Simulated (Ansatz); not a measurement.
**CH3BS2: small, medium and large basis sets**

An exercise on one series of results from a longer session: the logs are not shown, and one member is left open.

Program: Ansatz 0.2.0, Gaussian basis. Level of theory: one geometry, several basis sets. These are calculated values, not measurements.

Levels to be run: PBE0-D4/def2-SVP; ωB97M-V/def2-SVP; PBE0-D4/def2-QZVPP; ωB97M-V/def2-QZVPP; the functionals' def2-TZVPP values are taken from earlier runs.

1 further run of the same task is left out (it didn't finish).

### The geometry

The geometry comes from an earlier relaxation with PBE0-D4 in a triple-zeta def2 set; it is a stationary point, not always the lowest conformer.

SMILES `S=CBS`, 7 atoms, charge 0, spin multiplicity 1.

Atoms are counted from 1 here; the program's logs count them from 0.

Bond lengths: S1–C2 1.616 Å, C2–B3 1.549 Å, C2–H5 1.094 Å, B3–S4 1.773 Å, B3–H6 1.194 Å, S4–H7 1.343 Å. Angles: S1–C2–B3 119.3°, S1–C2–H5 119.7°, B3–C2–H5 121.0°, C2–B3–S4 119.4°, C2–B3–H6 120.1°, S4–B3–H6 120.5°, B3–S4–H7 97.7°.

Set-up of the first run:

Input file in.yaml:

```yaml
crystal:
  periodic: [false, false, false]
  atoms:
    - {symbol: S, position_ang: [0.227268, -2.350638, -0.403968]}
    - {symbol: C, position_ang: [-0.664489, -1.024442, -0.161726]}
    - {symbol: B, position_ang: [0.030449, 0.282446, 0.293414]}
    - {symbol: S, position_ang: [0.913249, 1.258449, -0.894016]}
    - {symbol: H, position_ang: [-1.753361, -1.079170, -0.257539]}
    - {symbol: H, position_ang: [-0.032665, 0.627363, 1.434716]}
    - {symbol: H, position_ang: [1.340649, 2.217991, -0.056582]}
basis:
  gaussian: {orbitals: def2-SVP}
hamiltonian: {xc: pbe0, dispersion: d4}
output: {orbitals: {seedname: orbitals}}
```

Steps of the session up to this table: PBE0-D4 in def2-SVP; ωB97M-V in def2-SVP; PBE0-D4 in def2-QZVPP; ωB97M-V in def2-QZVPP.

One table of the session follows, with a row left open; its other results are not shown here.

It belongs to the step «Functionals by basis». 

```
functional       basis  HOMO (eV)  LUMO (eV)
   PBE0-D4    def2-SVP      -6.33      -2.43
   PBE0-D4  def2-TZVPP      -6.49      -2.60
   PBE0-D4  def2-QZVPP      -6.52      -2.64
   ωB97M-V    def2-SVP          ?          ?
   ωB97M-V  def2-TZVPP      -8.68      -0.43
   ωB97M-V  def2-QZVPP      -8.72      -0.51
```

Estimate the missing values for ωB97M-V, def2-SVP.

The run gave: HOMO (eV): -8.49; LUMO (eV): -0.18. In the column «HOMO (eV)» it lies between ωB97M-V, def2-TZVPP (-8.68) and PBE0-D4, def2-QZVPP (-6.52).
